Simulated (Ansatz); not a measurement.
**C₃H₆OSi: a ladder of functionals and wavefunction methods**

One table from this session's results is given with a row withheld; the runs are named, their logs left out.

Program: Ansatz 0.2.0, Gaussian basis. Level of theory: functionals in def2-TZVPP, the program's frozen cores in correlated methods. These are calculated values, not measurements.

Levels to be run: PBE-D4, r2SCAN-D4, PBE0-D4, B3LYP-D4, ωB97X-V, ωB97M-V, B2PLYP; CCSD(T)/def2-TZVPP; MP2/def2-QZVPP; extrapolation to the limit.

### Structure used throughout

All runs share one geometry, relaxed beforehand with PBE0-D4 in a triple-zeta def2 set.

SMILES `CC1[SiH2]C1=O`, 11 atoms, charge 0, spin multiplicity 1.

Atoms are counted from 1 here; the program's logs count them from 0.

Bond lengths: C1–C2 1.505 Å, C1–H6 1.093 Å, C1–H7 1.092 Å, C1–H8 1.092 Å, C2–Si3 1.920 Å, C2–C4 1.481 Å, C2–H9 1.099 Å, Si3–C4 1.886 Å, Si3–H10 1.483 Å, Si3–H11 1.482 Å, C4–O5 1.194 Å. Angles: C2–C1–H6 111.2°, C2–C1–H7 110.6°, C2–C1–H8 111.0°, H6–C1–H7 107.5°, H6–C1–H8 108.3°, H7–C1–H8 108.1°, C1–C2–Si3 135.9°, C1–C2–C4 122.7°, C1–C2–H9 115.0°, Si3–C2–C4 65.9°, Si3–C2–H9 99.3°, C4–C2–H9 108.0°, C2–Si3–C4 45.8°, C2–Si3–H10 121.0°, C2–Si3–H11 114.5°, C4–Si3–H10 117.5°, C4–Si3–H11 127.1°, H10–Si3–H11 113.5° and more.

Set-up of the first run:

Contents of in.yaml:

```yaml
crystal:
  periodic: [false, false, false]
  atoms:
    - {symbol: C, position_ang: [-0.736099, -0.155122, 1.331632]}
    - {symbol: C, position_ang: [-0.410464, -0.060636, -0.135165]}
    - {symbol: Si, position_ang: [1.124076, -0.420376, -1.231979]}
    - {symbol: C, position_ang: [0.195360, 1.146195, -0.743416]}
    - {symbol: O, position_ang: [0.228289, 2.314770, -0.501343]}
    - {symbol: H, position_ang: [-1.618658, 0.440004, 1.579267]}
    - {symbol: H, position_ang: [0.093247, 0.221087, 1.933752]}
    - {symbol: H, position_ang: [-0.926321, -1.189334, 1.625130]}
    - {symbol: H, position_ang: [-1.198635, -0.421893, -0.809764]}
    - {symbol: H, position_ang: [2.459642, -0.640339, -0.627094]}
    - {symbol: H, position_ang: [0.855063, -1.291353, -2.400419]}
basis:
  gaussian: {orbitals: def2-TZVPP}
hamiltonian: {xc: pbe, dispersion: d4}
output: {forces: true, orbitals: {seedname: orbitals}}
```

Launch:

```
$ ansatz run in.yaml --threads 4 --pin off --events-out ev --progress --plain --max-ram 10444MiB
```

Among the steps run: PBE-D4 (GGA); r2SCAN-D4 (meta-GGA); PBE0-D4 (hybrid); B3LYP-D4 (hybrid); ωB97X-V (range-separated); ωB97M-V (range-separated); B2PLYP (double hybrid); CCSD(T) in def2-TZVPP; MP2 in def2-QZVPP.

One table of the session follows, with a row left open; its other results are not shown here.

It belongs to the step «Atomisation energies». 

| method | atomisation energy (eV) |
| --- | --- |
| PBE-D4 | 45.327 |
| r2SCAN-D4 | 44.281 |
| PBE0-D4 | 44.286 |
| B3LYP-D4 | 43.983 |
| ωB97X-V | 44.098 |
| ωB97M-V | 44.094 |
| B2PLYP | 43.522 |
| HF/def2-TZVPP | 31.315 |
| MP2/def2-TZVPP | 43.593 |
| CCSD/def2-TZVPP | ? |
| CCSD(T)/def2-TZVPP | 42.746 |
| MP2/CBS | 44.728 |
| CCSD(T)/CBS | 43.881 |

**Question.** Estimate the row for CCSD/def2-TZVPP.

The run gave: atomisation energy (eV): 41.943. In the column «atomisation energy (eV)» it lies between HF/def2-TZVPP (31.315) and CCSD(T)/def2-TZVPP (42.746).
